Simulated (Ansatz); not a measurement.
A nudged elastic band was laid between two geometries of a periodic cell of 17 atoms, Si16O (host Si, host structure diamond, interstitial O).

Computed with DFT PBE, scalar-relativistic, plane waves, PAW in Ansatz. Settings: PAW set soft_1, cutoff 420 eV, k mesh 2x2x2, gaussian smearing 0.05 eV, spin collinear.

```json
{
 "movable images": "7",
 "climbing image": "yes",
 "spring": "2.0 to 10.0 eV/Å², energy-weighted",
 "optimiser": "quadratic models (default)",
 "start path": "straight line",
 "force threshold": "0.05 eV/Å",
 "iteration limit": "25",
 "end points": "relaxed"
}
```

Initial state:

```xyz
17
Lattice="0.0000 5.4300 5.4300 5.4300 0.0000 5.4300 5.4300 5.4300 0.0000" Properties=species:S:1:pos:R:3
Si 0.002 0.024 0.019
Si 1.429 1.096 1.594
Si 2.735 2.412 0.187
Si 3.818 4.200 1.185
Si 2.835 -0.239 2.887
Si 4.089 1.370 4.057
Si 5.155 2.796 2.477
Si 6.485 4.093 3.880
Si 0.070 2.641 2.743
Si 1.343 4.078 4.095
Si 2.612 5.508 2.729
Si 4.089 6.763 4.080
Si 2.716 2.707 5.417
Si 4.144 3.975 6.785
Si 5.419 5.435 5.436
Si 6.710 6.865 6.770
O 6.789 2.696 4.729
```

Final state:

```xyz
17
Lattice="0.0000 5.4300 5.4300 5.4300 0.0000 5.4300 5.4300 5.4300 0.0000" Properties=species:S:1:pos:R:3
Si 0.071 -0.027 0.075
Si 1.430 1.121 1.621
Si 2.735 2.528 0.305
Si 4.088 4.068 1.382
Si 2.830 -0.178 2.956
Si 4.138 1.356 4.171
Si 5.410 2.705 2.709
Si 6.478 4.258 4.054
Si 0.004 2.697 2.691
Si 1.344 4.053 4.066
Si 2.613 5.421 2.639
Si 3.819 6.965 3.945
Si 2.712 2.727 5.438
Si 4.086 4.086 6.776
Si 5.151 5.666 5.349
Si 6.705 6.803 6.711
O 6.782 3.409 5.451
```

Question: What changes between the two ends?

Answer: The atom that moves furthest is O17, by 1.02 Å.

Question: What energy profile does the band end with?

Answer: The run converged. The highest image is number 3 of 0 to 8, 0.011 eV above the ends, which have the same energy within 2 meV. By the program's own check the climbing image is a first-order saddle point (lowest curvatures found: -0.13 and 0.86 eV/Å²). Limits of this set-up: coarse k mesh.

| image | path coordinate (Å) | energy (eV) |
| --- | --- | --- |
| 0 | 0.00 | 0.000 |
| 1 | 0.30 | 0.004 |
| 2 | 0.47 | 0.009 |
| 3 | 0.62 | 0.011 |
| 4 | 0.71 | 0.011 |
| 5 | 0.81 | 0.009 |
| 6 | 0.92 | 0.007 |
| 7 | 1.07 | 0.003 |
| 8 | 1.31 | 0.000 |

Question: What is the geometry of the highest image?

Answer: 
```xyz
17
Lattice="0.0000 5.4300 5.4300 5.4300 0.0000 5.4300 5.4300 5.4300 0.0000" Properties=species:S:1:pos:R:3
Si 0.050 -0.007 0.044
Si 1.449 1.066 1.633
Si 2.704 2.455 0.241
Si 3.929 4.139 1.250
Si 2.871 -0.247 2.942
Si 4.143 1.364 4.100
Si 5.272 2.765 2.549
Si 6.473 4.171 3.948
Si 0.056 2.654 2.711
Si 1.354 4.058 4.076
Si 2.606 5.466 2.674
Si 3.948 6.871 4.004
Si 2.741 2.716 5.414
Si 4.148 4.023 6.767
Si 5.290 5.567 5.371
Si 6.720 6.843 6.721
O 6.670 2.982 5.101
```

Time of the run: 5.3 min on 2 threads of Arm Neoverse V2, on a shared host, peak memory 1.6 GiB.
